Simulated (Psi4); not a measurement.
**GaBr (SMILES [Ga][Br]): a chain of runs**

We compute a structure relaxation (B97-3c/def2-mTZVP), then vibrational wavenumbers, then the energy (FNO-CCSD(T)/cc-pVTZ) of GaBr. 

The calculation is run with Psi4 1.11.

## 1. The structure to begin with

The species is GaBr (2 atoms), meant as a singlet with charge 0. As SMILES, `[Ga][Br]`. The shape is that of a PBE0-D4/def2-TZVP optimisation. The run starts from this shape.

Bond lengths: Ga1–Br2 2.374 Å.

## 2. A geometry optimisation at B97-3c/def2-mTZVP (density fitting) (run 1)

run.py

```python
import psi4

psi4.set_memory('1600 MB')
psi4.set_num_threads(1)
psi4.set_output_file('psi4.out', False)

molecule = psi4.geometry("""
0 1
Ga
Br 1 2.37429
units angstrom
""")

psi4.set_options({
    'geom_maxiter': 60,
})

E, wfn = psi4.optimize("b97-3c", molecule=molecule, return_wfn=True)
print('E =', round(E, 9))
print(molecule.to_string(dtype='xyz', units='Angstrom'))
for k, v in sorted(psi4.core.scalar_variables().items()):
    print(f'{k:45s} {v:18.10f}')
```

On the command line:

```sh
$ python run.py
```

psi4.out:

```text
[...]
  Running in c2v symmetry.
[...]
  Nuclear repulsion =  241.822723246507422
[...]
  Multiplicity = 1
[...]
  Nalpha       = 33
  Nbeta        = 33
[...]
    Number of basis functions: 72
[...]
   @DF-RKS iter   1: -4498.41003127265321   -2.65750e+00   8.53888e-02 DIIS/ADIIS
[...]
   @DF-RKS iter   8: -4500.65080692651736   -3.63798e-12   2.11618e-09 DIIS
[...]
  @DF-RKS Final Energy: -4500.65080692651736
   => Energetics <=
    Nuclear Repulsion Energy =            240.2589792907303092
    One-Electron Energy =               -6749.4664701730707748
    Two-Electron Energy =                2176.6621058425234878
    DFT Exchange-Correlation Energy =    -168.0987809105464237
    Empirical Dispersion Energy =          -0.0066409761540575
    VV10 Nonlocal Energy =                  0.0000000000000000
    Total Energy =                      -4500.6508069265173617
[...]
 Multipole Moments:
 ------------------------------------------------------------------------------------
     Multipole            Electronic (a.u.)      Nuclear  (a.u.)        Total (a.u.)
 ------------------------------------------------------------------------------------
 L = 1.  Multiply by 2.5417464519 to convert [e a0] to [Debye]
 Dipole X            :          0.0000000            0.0000000            0.0000000
 Dipole Y            :          0.0000000            0.0000000            0.0000000
 Dipole Z            :          0.0259743           -1.0407875           -1.0148132
 Magnitude           :                                                    1.0148132
[...]
  -Total Gradient:
     Atom            X                  Y                   Z
    ------   -----------------  -----------------  -----------------
       1        0.000000000000    -0.000000000000    -0.000009519898
       2        0.000000000000     0.000000000000    -0.000049792901
[...]
    Final optimized geometry and variables:
    Molecular point group: c2v
    Full point group: C_inf_v
    Geometry (in Angstrom), charge = 0, multiplicity = 1:
    GA
    BR            1    2.389743
[set-up sections that repeat, and orbital energies of the middle runs, are left out above]
```

Standard output:

```text
Optimizer: Optimization complete!
E = -4500.650806927
2
0 1 BrGa
Ga                    0.000000000000     0.000000000000    -1.275632949878
Br                    0.000000000000     0.000000000000     1.114110298312

B973C DISPERSION CORRECTION ENERGY                 -0.0044512297
CURRENT ENERGY                                  -4500.6508069265
CURRENT REFERENCE ENERGY                        -4500.6508069265
DD SOLVATION ENERGY                                 0.0000000000
DFT FUNCTIONAL TOTAL ENERGY                     -4500.6441659504
DFT TOTAL ENERGY                                -4500.6508069265
DFT VV10 ENERGY                                     0.0000000000
DFT XC ENERGY                                    -168.0987809105
DISPERSION CORRECTION ENERGY                       -0.0044512297
GRID ELECTRONS ALPHA                               33.0000007308
GRID ELECTRONS BETA                                33.0000007308
GRID ELECTRONS TOTAL                               66.0000014616
NUCLEAR REPULSION ENERGY                          240.2589792907
ONE-ELECTRON ENERGY                             -6749.4664701731
OPTIMIZATION ITERATIONS                             3.0000000000
PCM POLARIZATION ENERGY                             0.0000000000
PE ENERGY                                           0.0000000000
SCF ITERATION ENERGY                            -4500.6508069265
SCF ITERATIONS                                      8.0000000000
SCF TOTAL ENERGY                                -4500.6508069265
TWO-ELECTRON ENERGY                              2176.6621058425
XC GRID RADIAL POINTS                              75.0000000000
XC GRID SPHERICAL POINTS                          302.0000000000
XC GRID TOTAL POINTS                            42051.0000000000
```

Run time: 13 s. Hardware: 1 thread of Intel Xeon Platinum 8259CL at 2.50GHz (Skylake/Cascade Lake), shared host; peak memory 0.34 GiB.

Step by step:

| step | energy from the first frame kept (eV) | largest force (eV/Å) |
| --- | --- | --- |
| 0 | 0.0000 | 0.1396 |
| 1 | -0.0010 | 0.0349 |
| 2 | -0.0011 | 0.0026 |

After the run. Bond lengths: Ga1–Br2 2.390 Å.

## 3. Vibrational wavenumbers at B97-3c/def2-mTZVP (density fitting) (run 2)

brga.inp

```
memory 1600 mb

molecule {
  0 1
  Ga     0.000000     0.000000     0.005581
  Br     0.000000     0.000000     2.395324
  units angstrom
  symmetry c1
}

set {
  t 298.15
  rotational_symmetry_number 1
}

e, wfn = frequencies("b97-3c", return_wfn=True)
```

On the command line:

```sh
$ psi4 -n 1 brga.inp brga.out
```

brga.out:

```text
[...]
  Running in c1 symmetry.
[...]
  Nuclear repulsion =  240.259004243113196
[...]
  Multiplicity = 1
[...]
  Nalpha       = 33
  Nbeta        = 33
[...]
    Number of basis functions: 72
[...]
   @DF-RKS iter   1: -4498.41549863429373   -2.67410e+00   4.89281e-02 ADIIS/DIIS
[...]
   @DF-RKS iter  13: -4500.65080690693139    0.00000e+00   1.02308e-09 DIIS
[...]
  @DF-RKS Final Energy: -4500.65080690693139
   => Energetics <=
    Nuclear Repulsion Energy =            240.3028675585887584
    One-Electron Energy =               -6749.5537394306738861
    Two-Electron Energy =                2176.7055581839276783
    DFT Exchange-Correlation Energy =    -168.0988492712959612
    Empirical Dispersion Energy =          -0.0066439474779258
    VV10 Nonlocal Energy =                  0.0000000000000000
    Total Energy =                      -4500.6508069069313933
[...]
 Multipole Moments:
 ------------------------------------------------------------------------------------
     Multipole            Electronic (a.u.)      Nuclear  (a.u.)        Total (a.u.)
 ------------------------------------------------------------------------------------
 L = 1.  Multiply by 2.5417464519 to convert [e a0] to [Debye]
 Dipole X            :          0.0000000            0.0000000            0.0000000
 Dipole Y            :          0.0000000            0.0000000            0.0000000
 Dipole Z            :          0.0269469           -1.0405974           -1.0136505
 Magnitude           :                                                    1.0136505
[...]
  -Total Gradient:
     Atom            X                  Y                   Z
    ------   -----------------  -----------------  -----------------
       1       -0.000000000000    -0.000000000000     0.000065177119
       2       -0.000000000001     0.000000000001    -0.000122770298
[...]
  ==> Harmonic Vibrational Analysis <==
[...]
  Freq [cm^-1]                 253.5495
[...]
  IR activ [km/mol]            52.6478
[...]
  Total E_0, Enthalpy at 0 [K]                                                        -4500.65022930 [Eh]
[...]
  Total H, Enthalpy at  298.15 [K]                                                    -4500.64644314 [Eh]
[...]
  Total G, Gibbs energy at  298.15 [K]                                                -4500.67504097 [Eh]
[...]
```

On the terminal:

```text
Warning: used thermodynamics relations inappropriate for low-frequency modes: ['253.5495']
```

Wall time 29 s (1 thread of Intel Xeon Platinum 8259CL at 2.50GHz (Skylake/Cascade Lake), shared host); peak memory 0.38 GiB.

## 4. The energy at FNO-CCSD(T)/cc-pVTZ (run 3)

calc.inp

```
memory 1.6 GB

molecule {
  0 1
  Ga     0.000000     0.000000     0.005581
  Br     0.000000     0.000000     2.395324
  symmetry c1
}

set {
  scf_type    pk
  freeze_core true
}

energy('fno-ccsd(t)/cc-pVTZ')
```

On the command line:

```sh
$ psi4 -n 1 calc.inp calc.out
```

calc.out:

```text
[...]
  Running in c1 symmetry.
[...]
  Nuclear repulsion =  240.259004243113196
[...]
  Multiplicity = 1
[...]
  Nalpha       = 33
  Nbeta        = 33
[...]
    Number of basis functions: 86
[...]
   @RHF iter   1: -4494.87785261807312   -5.54202e+00   2.17781e-02 DIIS/ADIIS
[...]
   @RHF iter  11: -4495.82548204412797   -1.63709e-11   5.87655e-09 DIIS
[...]
    Orbital Energies [Eh]
    ---------------------
    Doubly Occupied:
       1A   -489.988662     2A   -378.845193     3A    -65.129461
       4A    -58.483933     5A    -58.483684     6A    -58.483684
       7A    -48.194800     8A    -42.520650     9A    -42.520650
      10A    -42.519844    11A     -9.802965    12A     -7.411328
      13A     -7.409575    14A     -7.409575    15A     -6.423294
      16A     -4.512327    17A     -4.512327    18A     -4.508821
      19A     -3.153326    20A     -3.152422    21A     -3.152422
      22A     -3.150449    23A     -3.150449    24A     -1.225397
      25A     -1.225397    26A     -1.223010    27A     -1.221114
      28A     -1.221114    29A     -0.971408    30A     -0.516983
      31A     -0.405308    32A     -0.405308    33A     -0.343827
[...]
  @RHF Final Energy: -4495.82548204412797
   => Energetics <=
    Nuclear Repulsion Energy =            240.2590042431131963
    One-Electron Energy =               -6748.8115581935799128
    Two-Electron Energy =                2012.7270719063394608
    Total Energy =                      -4495.8254820441270567
[...]
 Multipole Moments:
 ------------------------------------------------------------------------------------
     Multipole            Electronic (a.u.)      Nuclear  (a.u.)        Total (a.u.)
 ------------------------------------------------------------------------------------
 L = 1.  Multiply by 2.5417464519 to convert [e a0] to [Debye]
 Dipole X            :          0.0000000            0.0000000            0.0000000
 Dipole Y            :          0.0000000            0.0000000            0.0000000
 Dipole Z            :         -0.0209156           -1.0407874           -1.0617029
 Magnitude           :                                                    1.0617029
[...]
      * MP2 total energy:                  -4496.169891449396
[...]
      * MP2 total energy:                  -4496.169891449396
[...]
      * MP3 total energy:                  -4496.179863257745
[...]
      * CCSD total energy:                 -4496.186028116520
[...]
      * CCSD(T) total energy               -4496.203254127556
[...]
```

It took 4.1 min on 1 thread of Intel Xeon Platinum 8259CL at 2.50GHz (Skylake/Cascade Lake), shared host; peak memory 1.1 GiB.

## 5. Summary of results

| quantity | value |
| --- | --- |
| run 1, B97-3c/def2-mTZVP: total energy at the end | -4500.65081 Eh |
| run 1, B97-3c/def2-mTZVP: dipole moment | 2.58 D |
| run 1, B97-3c/def2-mTZVP: HOMO energy | -6.40 eV |
| run 1, B97-3c/def2-mTZVP: LUMO energy | -2.49 eV |
| run 1, B97-3c/def2-mTZVP: HOMO–LUMO gap | 3.91 eV |
| run 1, B97-3c/def2-mTZVP: bond length | 2.390 Å |
| run 2, B97-3c/def2-mTZVP: harmonic wavenumber | 254 cm⁻¹ |
| run 2, B97-3c/def2-mTZVP: zero-point energy | 1.5 kJ/mol |
| run 2, B97-3c/def2-mTZVP: ideal-gas entropy at 298.15 K (symmetry number 1 as used) | 60.2 cal/(mol K) |
| run 3, FNO-CCSD(T)/cc-pVTZ: total energy | -4496.20325 Eh |
| run 3, FNO-CCSD(T)/cc-pVTZ: HOMO energy (Hartree–Fock orbitals) | -9.36 eV |
| run 3, FNO-CCSD(T)/cc-pVTZ: LUMO energy (Hartree–Fock orbitals) | 0.74 eV |
| run 3, FNO-CCSD(T)/cc-pVTZ: HOMO–LUMO gap (Hartree–Fock orbitals) | 10.09 eV |
| run 3, FNO-CCSD(T)/cc-pVTZ: correlation energy (18 core orbitals frozen) | -377.8 mEh |
| run 3, FNO-CCSD(T)/cc-pVTZ: (T) correction | -17.23 mEh |
| run 3, FNO-CCSD(T)/cc-pVTZ: T1 diagnostic | 0.010 |

**Reading.** The optimisation (run 1, B97-3c/def2-mTZVP) took 3 steps and changed the energy by -0.001 eV. The one mode (run 2, B97-3c/def2-mTZVP) is real, so the shape is a minimum at this level. The triples (run 3, FNO-CCSD(T)/cc-pVTZ) make up 4.6 % of the correlation energy.
